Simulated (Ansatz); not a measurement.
**Platinum, diamond under BLYP: ground state and equation of state**

Aim: take platinum in the diamond structure, relax it, solve it on a dense k-mesh, then scale the cell to 7 volumes from 88 to 112 % of the relaxed one and try a fit of the equation of state. Spin polarisation is left out. The k-meshes are 10×10×10 for the relaxation; 15×15×15 for the dense run; 10×10×10 for the volumes.

This is Pt in the diamond structure; at room conditions it is fcc.

Method: DFT BLYP, plane waves (420 eV) with PAW, scalar-relativistic; PBE-made PAW files, in Ansatz 0.2.0.

## 1. The structure to begin with

Symmetry: Fd-3m, No. 227, cubic system. The conventional cell has a = 5.463 Å, b = 5.463 Å, c = 5.463 Å, α = 90.00°, β = 90.00°, γ = 90.00°. Pt (site symmetry -43m) has 4 Pt at 2.37 Å as nearest neighbours.

As a file:

```cif
data_structure
_symmetry_space_group_name_H-M 'P 1'
_symmetry_Int_Tables_number 1
_cell_length_a 3.8628
_cell_length_b 3.8628
_cell_length_c 3.8628
_cell_angle_alpha 60.000
_cell_angle_beta 60.000
_cell_angle_gamma 60.000
_cell_volume 40.76
loop_
_atom_site_label
_atom_site_type_symbol
_atom_site_fract_x
_atom_site_fract_y
_atom_site_fract_z
_atom_site_occupancy
Pt1 Pt 0.12500 0.12500 0.12500 1
Pt2 Pt 0.87500 0.87500 0.87500 1
```

## 2. Relaxing cell and atoms

input.yaml

```yaml
crystal:
  lattice:
    - [0.0, 2.731412573, 2.731412573]
    - [2.731412573, 0.0, 2.731412573]
    - [2.731412573, 2.731412573, 0.0]
  atoms:
    - { symbol: Pt, position: [0.125, 0.125, 0.125] }
    - { symbol: Pt, position: [0.875, 0.875, 0.875] }
hamiltonian:
  xc: blyp
  pseudopotentials:
    kind: paw
    azcp:
      Pt: "pseudopotentials/Pt.paw.azcp"
basis:
  ecutwfc: 420
  fft_grid_basis: typed
kpoints:
  mp_grid: { grid: [10, 10, 10], shift: [0, 0, 0] }
magnetization:
  spin_polarized: false
scf:
  occupations: { method: fermi_dirac, width: 0.1 }
relax:
  max_steps: 60
  f_tol: 0.01
  cell: {}
```

Launch:

```sh
$ ansatz run input.yaml --threads 2 --pin off --max-ram 5120MiB --backend cpu --events-out ev --progress --plain --runs-dir out
```

The runs that follow: Single point on a dense mesh; Equation of state: 88 %; Equation of state: 92 %; Equation of state: 96 %; Equation of state: 100 %; Equation of state: 104 %; Equation of state: 108 %; Equation of state: 112 %.

**Question.** What will these runs give? Wanted: space group; conventional cell; volume; shortest distance; gap on the mesh; relative to fcc; V₀, B₀, B₀′.

As calculated:

```
                      quantity                         value
space group (spins left aside)               Fd-3m (No. 227)
             conventional cell                   a = 5.892 Å
                        volume                25.568 Å³/atom
             shortest distance                       2.551 Å
               gap on the mesh  none (levels filled in part)
               relative to fcc                 +643 meV/atom
                   V₀, B₀, B₀′   25.488 Å³/atom, 95 GPa, 5.7
```

**Reading.** The relaxation enlarged the cell by 25.5 % in volume. Against the reference form of platinum (fcc, computed apart with the same settings) it stands 643 meV/atom higher. Levels at the Fermi energy are filled in part, as in a metal. B₀ comes out at 95 GPa. Relaxation kept the symmetry; phonons were not checked.
